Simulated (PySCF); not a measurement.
# AsH9Si3 (trisilylarsane): the cost of one run

Programs: PySCF 2.14.0, with density-fitted response routines of our own. Each step states its level of theory. These are calculated values for one molecule in the gas phase, unless marked as measured. Atoms count from 0, in the outputs and in this text.

## Step 1: The starting structure

13 atoms, charge 0, multiplicity 1; geometry from: GFN2-xTB. The atoms were then displaced at random by about 0.01 Å, so the start is not that level's minimum.

Bonds of the start (Å): Si0–As1 2.29, As1–Si2 2.30, As1–Si3 2.29, Si0–H4 1.48, Si0–H5 1.47, Si0–H6 1.48, Si2–H7 1.50, Si2–H8 1.47, Si2–H9 1.48, Si3–H10 1.46, Si3–H11 1.49, Si3–H12 1.48.

## Step 2: Geometry optimisation at PBE0-D3(BJ)/def2-SVP

What the job is given:

```
{"job": {"xc": "PBE0", "basis": "def2-SVP", "d3": "d3bj", "grid": 1, "shake": 0.01, "kind": "geom"}, "charge": 0, "multiplicity": 1}
Si    -0.734460     1.762250    -0.483490
As     0.240020    -0.220230    -1.089390
Si     1.960070    -0.187830     0.442810
Si    -1.144450    -1.643400     0.053330
H      0.086670     2.911200    -0.910180
H     -1.018320     1.956080     0.949340
H     -2.037660     1.930290    -1.171430
H      2.978800     0.849440     0.081780
H      2.677000    -1.472920     0.472150
H      1.577120     0.080100     1.852030
H     -0.651860    -3.017750     0.046730
H     -2.487660    -1.677290    -0.591090
H     -1.439450    -1.286820     1.458510
```

The run is started by

```
$ OMP_NUM_THREADS=1 python probes_run.py task.json out
```

The driver reads the jobs from task.json and runs them one after another.

Q: Estimate the wall time and peak memory of this first job on 1 thread of Arm Neoverse V1, shared host.

About 45 s, with a peak of 0.54 GiB.
